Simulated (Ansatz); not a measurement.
# C2H9FSi2: a ladder of functionals and wavefunction methods

Aim: compute C2H9FSi2 with functionals from several rungs and with coupled cluster. The yardstick is the atomisation energy at the CCSD(T) limit.

Method: functionals in def2-TZVPP, the program's frozen cores in correlated methods; program: Ansatz 0.2.0, Gaussian basis.

Levels to be run: PBE-D4, r2SCAN-D4, PBE0-D4, B3LYP-D4, ωB97X-V, ωB97M-V, B2PLYP; CCSD(T)/def2-TZVPP; MP2/def2-QZVPP; extrapolation to the limit.

## Step 1: The relaxed structure

All runs share one geometry, relaxed beforehand with PBE0-D4 in a triple-zeta def2 set.

SMILES `CC(F)([SiH3])[SiH3]`, 14 atoms, charge 0, spin multiplicity 1.

Atoms are counted from 1 here; the program's logs count them from 0.

Bond lengths: C1–C2 1.517 Å, C1–H6 1.094 Å, C1–H7 1.094 Å, C1–H8 1.093 Å, C2–F3 1.421 Å, C2–Si4 1.902 Å, C2–Si5 1.902 Å, Si4–H9 1.484 Å, Si4–H10 1.488 Å, Si4–H11 1.486 Å, Si5–H12 1.486 Å, Si5–H13 1.484 Å, Si5–H14 1.488 Å. Angles: C2–C1–H6 111.0°, C2–C1–H7 111.0°, C2–C1–H8 110.3°, H6–C1–H7 108.1°, H6–C1–H8 108.1°, H7–C1–H8 108.1°, C1–C2–F3 107.9°, C1–C2–Si4 111.8°, C1–C2–Si5 111.8°, F3–C2–Si4 106.1°, F3–C2–Si5 106.1°, Si4–C2–Si5 112.6°, C2–Si4–H9 110.2°, C2–Si4–H10 108.8°, C2–Si4–H11 109.0°, H9–Si4–H10 109.4°, H9–Si4–H11 110.0°, H10–Si4–H11 109.5° and more.

## Step 2: PBE-D4 (GGA)

File in.yaml:

```yaml
crystal:
  periodic: [false, false, false]
  atoms:
    - {symbol: C, position_ang: [-1.138341, 0.329661, 1.036080]}
    - {symbol: C, position_ang: [0.197867, 0.221358, 0.326539]}
    - {symbol: F, position_ang: [1.172427, 0.876653, 1.127384]}
    - {symbol: Si, position_ang: [0.186657, 1.132062, -1.343065]}
    - {symbol: Si, position_ang: [0.770005, -1.585707, 0.170678]}
    - {symbol: H, position_ang: [-1.425838, 1.375854, 1.173869]}
    - {symbol: H, position_ang: [-1.099589, -0.145112, 2.020591]}
    - {symbol: H, position_ang: [-1.920173, -0.163303, 0.451822]}
    - {symbol: H, position_ang: [1.533398, 1.077667, -1.964567]}
    - {symbol: H, position_ang: [-0.799048, 0.472762, -2.241297]}
    - {symbol: H, position_ang: [-0.213743, 2.545934, -1.120013]}
    - {symbol: H, position_ang: [0.809159, -2.198779, 1.524076]}
    - {symbol: H, position_ang: [2.115776, -1.644587, -0.452555]}
    - {symbol: H, position_ang: [-0.201459, -2.323564, -0.680740]}
basis:
  gaussian: {orbitals: def2-TZVPP}
hamiltonian: {xc: pbe, dispersion: d4}
output: {forces: true, orbitals: {seedname: orbitals}}
```

The run is started by

```sh
$ ansatz run in.yaml --threads 4 --pin off --events-out ev --progress --plain --max-ram 10444MiB
```

Further steps of the session: r2SCAN-D4 (meta-GGA); PBE0-D4 (hybrid); B3LYP-D4 (hybrid); ωB97X-V (range-separated); ωB97M-V (range-separated); B2PLYP (double hybrid); CCSD(T) in def2-TZVPP; MP2 in def2-QZVPP.

Before running them: what should the planned runs give, taken together? Wanted: atomisation energy, CCSD(T)/CBS; farthest; mean size of error, hybrid; mean size of error, range-separated; gap, smallest and largest; T1 diagnostic; triples share of the correlation energy.

As calculated:

```
                               quantity                                 value
        atomisation energy, CCSD(T)/CBS                       1132.5 kcal/mol
functionals within 5.7 kcal/mol (0.5 %)  PBE-D4, r2SCAN-D4, B3LYP-D4, ωB97M-V
                               farthest               B2PLYP (-15.7 kcal/mol)
             mean size of error, hybrid                          3.8 kcal/mol
    mean size of error, range-separated                          3.9 kcal/mol
              gap, smallest and largest  5.91 eV (PBE-D4), 12.40 eV (ωB97X-V)
                          T1 diagnostic                                0.0121
triples share of the correlation energy                                 3.4 %
```

PBE-D4 misses by +4.4 kcal/mol. Double hybrids carry the basis error of their MP2 part in triple zeta, and no dispersion term here, so their miss is partly the set-up's. The reference freezes the cores and leaves out relativity and excitations past (T), so misses under about 5.7 kcal/mol can't be ranked. Hartree-Fock recovers 75 % of the binding; the rest is correlation. Orbital gaps span 5.9 to 12.4 eV; exact exchange widens them.
